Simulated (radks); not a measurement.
# Hf²⁺ in [Kr] 4d10 4f14 5s1.5 5p6 5d2 6s0.5: an all-electron calculation

Aim: the levels, the sizes of the orbitals and the parts of the energy of the hafnium ion Hf2+.

Method: scalar-relativistic Kohn-Sham, BLYP, spin-polarised, spherical densities, finite nucleus; open shells are filled with parallel spins first. Code: radks (a radial shooting solver on a logarithmic mesh, Libxc functionals) version 1.

## Step 1: Starting point

```
element            : hafnium (Z = 72)
charge             : +2
electrons          : 70
configuration      : [Kr] 4d10 4f14 5s1.5 5p6 5d2 6s0.5
nuclear rms radius : 5.347 fm
```

## Step 2: Self-consistent calculation

Input:

```text
Z 72
configuration [Kr] 4d10 4f14 5s1.5 5p6 5d2 6s0.5
relativity scalar-relativistic
functional b88,lyp
spin polarised
nucleus finite rms 5.347 fm
c 137.035999084
```

Command:

```
python run_ks.py task.json out
```

The same process makes all the runs of this session.

**Question.** What will this run give?

**Answer**, as computed:

```
                        quantity                   value
                    total energy     -15075.1042 hartree
exchange-correlation share of it                  2.04 %
                            −T/E                  1.0953
          highest occupied level       6s up, -18.989 eV
    most extended occupied level  6s up, <r> = 2.90 bohr
 radius at density 0.001 e/bohr³               3.92 bohr
    maxima of the radial density                       4
```

What this shows: 6 principal shells are occupied and 4 maxima appear in the radial density; where shells overlap, one shows as a shoulder or not at all. −T/E is 1.095: with relativity the kinetic term as defined here no longer equals −E. This is not the tabulated ground configuration, so its levels and sizes aren't those of the ground state, and no measured value stands beside it.
